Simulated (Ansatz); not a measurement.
# C3H2F4: up Jacob's ladder to CCSD(T)

The task here is to estimate one member of a computed series from the others.

Method: functionals in def2-TZVPP, the program's frozen cores in correlated methods; program: Ansatz 0.2.0, Gaussian basis.

Levels to be run: LDA (SPW92), PBE-D4, revPBE-D4, BLYP-D4, r2SCAN-D4, B97M-V, PBE0-D4, B3LYP-D4, r2SCANh-D4, r2SCAN0-D4, HSE06-D4, BHLYP-D4, CAM-B3LYP-D4, LC-ωPBE, ωB97X-V, ωB97M-V, B2PLYP, PBE-QIDH; CCSD(T)/def2-SVP; CCSD(T)/def2-TZVPP; MP2/def2-QZVPP; extrapolation to the limit; RPA on PBE.

## Structure used throughout

An earlier PBE0-D4 in a triple-zeta def2 set relaxation fixed the geometry.

SMILES `F[C@H]1[C@H](F)C1(F)F`, 9 atoms, charge 0, spin multiplicity 1.

Atoms are counted from 1 here; the program's logs count them from 0.

Bond lengths: F1–C2 1.348 Å, C2–C3 1.508 Å, C2–C5 1.492 Å, C2–H8 1.087 Å, C3–F4 1.348 Å, C3–C5 1.492 Å, C3–H9 1.087 Å, C5–F6 1.332 Å, C5–F7 1.332 Å. Angles: F1–C2–C3 119.1°, F1–C2–C5 121.1°, F1–C2–H8 114.5°, C3–C2–C5 59.6°, C3–C2–H8 116.5°, C5–C2–H8 115.4°, C2–C3–F4 119.1°, C2–C3–C5 59.6°, C2–C3–H9 116.5°, F4–C3–C5 121.1°, F4–C3–H9 114.5°, C5–C3–H9 115.4°, C2–C5–C3 60.7°, C2–C5–F6 120.3°, C2–C5–F7 117.9°, C3–C5–F6 117.9°, C3–C5–F7 120.3°, F6–C5–F7 111.4°.

Coordinates:

```xyz
9

F    -0.9032   -0.4722    1.7003
C     0.0466   -0.4636    0.7433
C    -0.3713   -0.3664   -0.7027
F     0.2512   -1.1369   -1.6175
C     0.3354    0.7699   -0.0439
F    -0.3541    1.8871    0.1805
F     1.6058    1.0354   -0.3432
H     0.9078   -1.0906    0.9585
H    -1.4297   -0.2089   -0.8925
```

Set-up of the first run:

Contents of in.yaml:

```yaml
crystal:
  periodic: [false, false, false]
  atoms:
    - {symbol: F, position_ang: [-0.903172, -0.472181, 1.700329]}
    - {symbol: C, position_ang: [0.046581, -0.463634, 0.743301]}
    - {symbol: C, position_ang: [-0.371318, -0.366409, -0.702701]}
    - {symbol: F, position_ang: [0.251171, -1.136851, -1.617542]}
    - {symbol: C, position_ang: [0.335429, 0.769945, -0.043883]}
    - {symbol: F, position_ang: [-0.354104, 1.887090, 0.180532]}
    - {symbol: F, position_ang: [1.605784, 1.035389, -0.343171]}
    - {symbol: H, position_ang: [0.907766, -1.090626, 0.958496]}
    - {symbol: H, position_ang: [-1.429736, -0.208924, -0.892461]}
basis:
  gaussian: {orbitals: def2-TZVPP}
hamiltonian: {xc: lda}
output: {orbitals: {seedname: orbitals}}
```

Among the steps run: LDA; PBE-D4 (GGA); revPBE-D4 (GGA); BLYP-D4 (GGA); r2SCAN-D4 (meta-GGA); B97M-V (meta-GGA); PBE0-D4 (hybrid); B3LYP-D4 (hybrid); r2SCANh-D4 (hybrid); r2SCAN0-D4 (hybrid); HSE06-D4 (hybrid); BHLYP-D4 (hybrid); CAM-B3LYP-D4 (range-separated); LC-ωPBE-D4 (range-separated; the results give it without D4); ωB97X-V (range-separated); ωB97M-V (range-separated); B2PLYP (double hybrid); PBE-QIDH (double hybrid).

One of the session's tables, all rows but one given; the rest of the session is left out.

It belongs to the step «Orbital energies across the functionals». 

| functional | HOMO (eV) | gap (eV) |
| --- | --- | --- |
| LDA (SPW92) | -7.30 | 6.01 |
| PBE-D4 | -7.08 | 6.12 |
| revPBE-D4 | -7.00 | 6.15 |
| BLYP-D4 | -7.05 | 6.22 |
| r2SCAN-D4 | -7.41 | 6.82 |
| B97M-V | -7.55 | 7.00 |
| PBE0-D4 | -8.73 | 8.90 |
| B3LYP-D4 | -8.53 | 8.43 |
| r2SCANh-D4 | -8.03 | 7.84 |
| r2SCAN0-D4 | -8.95 | 9.36 |
| HSE06-D4 | -8.32 | 8.11 |
| BHLYP-D4 | -10.35 | 11.67 |
| CAM-B3LYP-D4 | -10.26 | 11.55 |
| LC-ωPBE | ? | ? |
| ωB97X-V | -11.17 | 13.65 |
| ωB97M-V | -11.08 | 13.33 |

**Question.** Estimate the row for LC-ωPBE.

**Answer.** HOMO (eV): -11.53; gap (eV): 14.10. In the column «HOMO (eV)» it is the lowest.
